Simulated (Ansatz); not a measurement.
Task: a rigid torsion scan of C2H7GeNO, SMILES [CH3][Ge]1([OH])[CH2][NH]1, with the Python package of Ansatz (0.2.0). Give the script and its output. Level of theory (for the species named): PBE0, def2-SVP basis, multiplicity 1.

```xyz
12

C    -1.5484   -0.3714    0.6403
Ge    0.2909   -0.5225    0.2192
O     1.3490   -0.8370    1.5902
C     1.1427    0.0323   -1.4490
N     0.8634    1.1263   -0.6143
H    -1.9319   -1.1712    1.2419
H    -1.7316    0.6180    1.1952
H    -2.1386   -0.2805   -0.3231
H     1.2529   -0.0477    2.2495
H     2.1464   -0.2250   -1.5327
H     0.3711   -0.0126   -2.2982
H     0.0111    1.6361   -0.8851
```

The script, `c2h7geno.py`:
```python
# -*- coding: utf-8 -*-
"""Energy of C2H7GeNO as one group turns about a bond."""

import ansatz as az
from ase import Atoms

BASIS_SET = "def2-SVP"
FUNCTIONAL = "PBE0"
FMAX = 0.02

atoms = Atoms(["C", "Ge", "O", "C", "N", "H", "H", "H", "H", "H", "H", "H"], positions=[
    (-1.5484, -0.3714, 0.6403),
    (0.2909, -0.5225, 0.2192),
    (1.349, -0.837, 1.5902),
    (1.1427, 0.0323, -1.449),
    (0.8634, 1.1263, -0.6143),
    (-1.9319, -1.1712, 1.2419),
    (-1.7316, 0.618, 1.1952),
    (-2.1386, -0.2805, -0.3231),
    (1.2529, -0.0477, 2.2495),
    (2.1464, -0.225, -1.5327),
    (0.3711, -0.0126, -2.2982),
    (0.0111, 1.6361, -0.8851),
])

# relax first, so that the scan starts from a minimum
first = (
    az.Crystal.molecule_from_ase(atoms).calculation()
    .basis(gaussian=BASIS_SET)
    .functional(FUNCTIONAL)
    .relax(force_tolerance=FMAX, max_steps=80)
)
atoms.positions = first.run(threads=1).report["positions_ang"]

start = atoms.get_dihedral(2, 1, 0, 5)
energies = {}
for turn in range(0, 121, 20):
    turned = atoms.copy()
    turned.set_dihedral(2, 1, 0, 5, start + turn, indices=[0, 5, 6, 7])
    model = az.Crystal.molecule_from_ase(turned).calculation().basis(gaussian=BASIS_SET).functional(FUNCTIONAL)
    energies[round((start + turn) % 360)] = model.run(threads=1).report["free_energy_ev"]
floor = min(energies.values())
print("dihedral O2-Ge1-C0-H5 (deg)   E - E(min) (kJ/mol)")
for angle, e in sorted(energies.items()):
    print(f"{angle:8d} {96.485332 * (e - floor):14.3f}  " + "#" * int(30 * (e - floor) / max(max(energies.values()) - floor, 1e-9)))
```

`python c2h7geno.py` gives:
```text
dihedral O2-Ge1-C0-H5 (deg)   E - E(min) (kJ/mol)
       2          2.580  ##############################
      22          1.847  #####################
      42          0.592  ######
      62          0.068
     302          0.000
     322          0.717  ########
     342          2.014  #######################
```

The scan is rigid and the energies are electronic, in a modest basis. With rigid groups the curve can differ much from the relaxed path, the start wasn't checked as a minimum of this torsion, and equivalent turns needn't return to the same energy. The whole script took 3.3 min on 1 thread of Arm Neoverse V1 (shared host), peak memory 0.38 GiB.
